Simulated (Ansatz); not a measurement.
# SbPb: a line through a two-coordinate scan

One line of a two-coordinate grid on SbPb (Fm-3m, No. 225; 2 atoms in the cell): c/a of the conventional cell is varied, at volume per atom = 30.63 Å³.

Computed with Ansatz 0.2.0 (DFT LDA, scalar-relativistic, plane waves, PAW, unless a step's input says otherwise).

16 further runs of the same task are left out: 16 set aside as unsound or not needed.

## (1) Starting point

It takes space group Fm-3m (No. 225, cubic). The conventional cell has a = 6.203 Å, b = 6.203 Å, c = 6.203 Å, α = 90.00°, β = 90.00°, γ = 90.00°. Sb (site symmetry m-3m) has 6 Pb at 3.10 Å as nearest neighbours. Around Pb (site symmetry m-3m) lie 6 Sb at 3.10 Å.

As a file:

```cif
data_structure
_symmetry_space_group_name_H-M 'Fm-3m'
_symmetry_Int_Tables_number 225
_cell_length_a 6.2029
_cell_length_b 6.2029
_cell_length_c 6.2029
_cell_angle_alpha 90.000
_cell_angle_beta 90.000
_cell_angle_gamma 90.000
_cell_volume 238.66
loop_
_atom_site_label
_atom_site_type_symbol
_atom_site_symmetry_multiplicity
_atom_site_Wyckoff_symbol
_atom_site_fract_x
_atom_site_fract_y
_atom_site_fract_z
_atom_site_occupancy
Sb1 Sb 4 b 0.50000 0.00000 0.00000 1
Pb1 Pb 4 a 0.00000 0.00000 0.00000 1
```

It goes back to an entry of the Materials Project, which need not be the stable form.

This cell was relaxed beforehand with the same method: volume 29.83 Å³/atom, gap on the mesh none (metal).

## (2) The scan

The energy is mapped over volume and the cell's shape.

- volume per atom: 7 values from 27.45 to 32.22 Å³
- c/a of the conventional cell: 7 values from 0.923 to 1.083

Nothing else is relaxed (symmetry fixes all fractional coordinates). Energies count from the relaxed crystal. Points are written as (first, second).

## (3) Point (30.63 Å³, 0.923)

The input, input.yaml:

```yaml
crystal:
  lattice:
    - [0.0, 3.213455665, 2.9660195788]
    - [3.213455665, 0.0, 2.9660195788]
    - [3.213455665, 3.213455665, 0.0]
  atoms:
    - { symbol: Sb, position: [0.5, 0.5, 0.5] }
    - { symbol: Pb, position: [0.0, 0.0, 0.0] }
basis:
  ecutwfc: 420
kpoints:
  mp_grid: { grid: [14, 14, 14] }
hamiltonian:
  xc: lda
scf:
  occupations: { method: gaussian, width: 0.15 }
output:
  forces: true
  stress: true
  eigenvalues: true
```

Run with:

```bash
ansatz run input.yaml --threads 1 --pin off --max-ram 2048MiB --backend cpu --events-out ev --progress --plain --runs-dir out
```

Further runs follow: the other points of the line.

Before running it: what results should come out? Wanted: for each run, c/a of the conventional cell; energy; slope; pressure.

**Answer**, as computed:

| c/a of the conventional cell | step | energy (meV/atom) | slope (meV/atom per unit) | pressure (GPa) |
| --- | --- | --- | --- | --- |
| 0.923 | 3 | 46 | −1212 | −0.62 |
| 0.948 | – | 22 | −762 | −1.06 |
| 0.974 | 4 | 8 | −334 | −1.30 |
| 1.000 | 5 | 3.6 | 0 | −1.39 |
| 1.027 | 6 | 8 | 300 | −1.30 |
| 1.055 | 7 | 20 | 531 | −1.07 |
| 1.083 | – | 37 | 720 | −0.72 |

Energies count from the relaxed crystal. Rows without a step come from runs not printed here or follow by symmetry. Slopes come from the forces (and the stress, where the cell changes), not from differences of energies.

In words: Along the line the energy is lowest at 1.000, 3.6 meV/atom from the zero. A fit to energies and slopes at the lowest point and its two neighbours puts the minimum at 0.9999, with a curvature of about 12000 meV/atom per (unit)². The highest point computed, at 0.923, lies 43 meV/atom above the lowest. This is one cut through a surface in two coordinates; the map's lowest point lies off it. Spin-orbit coupling is left out for Pb, Sb.
